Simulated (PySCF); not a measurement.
# CuI (CuI): the cost of one run

Computed with PySCF 2.14.0 and routines of our own; the level stands in each step. Atoms count from 0.

## Step 1: The starting structure

2 atoms, charge 0, multiplicity 1; geometry from: GFN2-xTB.

## Step 2: Geometry optimisation at PBE0-D3(BJ)/def2-SVP

Job settings and geometry (Å):

```
{"job": {"xc": "PBE0", "basis": "def2-SVP", "d3": "d3bj", "grid": 1, "maxiter": 30, "shake": 0.01, "kind": "geom"}, "charge": 0, "multiplicity": 1}
Cu     1.224210    -0.028540     0.001450
I     -1.206720    -0.000270    -0.013580
```

On the command line:

```
$ OMP_NUM_THREADS=1 python heavy_run.py task.json out
```

This one command runs all jobs of the session in turn.

**Question.** How long does this first job take on 1 thread of Arm Neoverse V2, shared host, and how much memory does it need?

About 5.3 s, with a peak of 0.27 GiB.
